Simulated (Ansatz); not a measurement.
HfB:

```
Hf B
1.0
     0.00000    2.31000    2.31000
     2.31000    0.00000    2.31000
     2.31000    2.31000    0.00000
Hf B
1 1
Direct
  0.50000 0.50000 0.50000
  0.00000 0.00000 0.00000
```

Base run:

* Program: Ansatz 0.2.0
* Functional: r2SCAN
* Potentials or basis: Ansatz PAW
* Cutoff: 500 eV (not typed: the program's choice for these potentials)
* k mesh: 10 × 10 × 10
* Occupations: fermi-dirac, width 0.05 eV
* Spin: no spin polarisation

Its results: band gap on the k mesh none (metal or under the smearing width); pressure 28.9 GPa.

Problem. The run is repeated on the same cell with these changes: spin from no spin polarisation to spin-orbit coupling, no magnetisation; potential files from those of the base run to others of the same set. What comes out?

Solution. Band gap on the k mesh none (metal or under the smearing width); pressure 27.9 GPa.

Caveats: the PAW data sets come from PBE, with cores solved anew for the run's functional, which leaves a small shift of forces and pressure; a pressure of tens of GPa on the cell as given is suspect, and the run, the potentials or the cell itself is likely at fault (some runs); spin-orbit coupling is left out, which moves the levels of the heavy elements (some runs).
